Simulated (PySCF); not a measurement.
**OsO2: quintet, from a linear start**

Aim: relax OsO2 as a quintet from a hand-made linear geometry, check by its vibrations whether the end is a minimum, and collect its spectrum and constants.

The runs use PySCF 2.14.0; PBE0, basis Os def2-TZVP with ECP60, O def2-TZVP, scalar-relativistic core potentials, no spin–orbit coupling, density fitting.

## Step 1: Starting geometry

3 atoms, charge 0, spin multiplicity 5.

Bond lengths: Os1–O2 1.730 Å, Os1–O3 1.730 Å. Angles: O2–Os1–O3 180.0°.

```xyz
3
charge 0 multiplicity 5
Os    0.0000    0.0000    0.0000
O     0.0000    0.0000    1.7300
O     0.0000    0.0000   -1.7300
```

## Step 2: Relaxation: linear start, quintet

One driver script runs all steps and calls PySCF; scf.py shows how it sets up the SCF of each step. The optimiser is the driver's own. Before each start the driver seeks the lowest SCF state from one or more starting densities and follows internal instabilities, so scf.py alone need not reach the same state.

The program finds D∞h symmetry in the start, which this walk keeps. The walk stops when the largest gradient is under 0.0003 Eh/bohr and the energy has settled too.

scf.py reads:

```python
from pyscf import gto, scf, dft
mol = gto.M(atom='''
Os     0.000000     0.000000     0.000000
O      0.000000     0.000000     1.730000
O      0.000000     0.000000    -1.730000''',
    basis={'Os': 'def2-TZVP', 'O': 'def2-TZVP'},
    ecp={'Os': 'def2-TZVP'},
    charge=0, spin=4)
mf = dft.UKS(mol, xc='PBE0')
mf.grids.atom_grid = (50, 194)
aux = {'Os': 'def2-universal-JKFIT', 'O': 'def2-universal-JKFIT'}
mf = mf.density_fit(auxbasis=aux)
mf.kernel()
```

Further steps of the session: Is it a minimum? Harmonic modes; Leaving the saddle point; Frequencies.

**Question.** What will these runs give? Wanted: minimum; geometry; wavenumbers; dipole moment; highest occupied, lowest empty level; polar-tensor charge of Os1; zero-point energy; atomisation energy; ⟨S²⟩.

As calculated:

| quantity | value |
| --- | --- |
| minimum | quintet, C2v |
| geometry | Os–O 1.724 Å (×2); O–Os–O 117.8° |
| wavenumbers (cm⁻¹) | 289 (a1), 912 (b2), 982 (a1) |
| dipole moment | 2.99 D |
| highest occupied, lowest empty level (either spin) | -6.94, -4.47 eV |
| polar-tensor charge of Os1 | +1.08 e |
| zero-point energy | 13.1 kJ/mol |
| entropy at 298.15 K | 288.9 J/(mol K) |
| atomisation energy (no zero-point energy) | 983 kJ/mol |
| ⟨S²⟩ | 6.014 |

In words: The linear start (D∞h) ends in a minimum of C2v symmetry, after a first stop at a second-order saddle point 159.2 kJ/mol higher, from which it was pushed off along an imaginary mode. In the infrared the band at 912 cm⁻¹ (b2, stretch) leads. Most of the spin sits on Os1 (Mulliken spin 3.07, against 4 for the whole molecule). Only this shape and spin were tried, so other structures or states may lie lower. One determinant may miss the lowest occupation of an open d or f shell. With an element this heavy the missing spin–orbit coupling can shift these numbers.
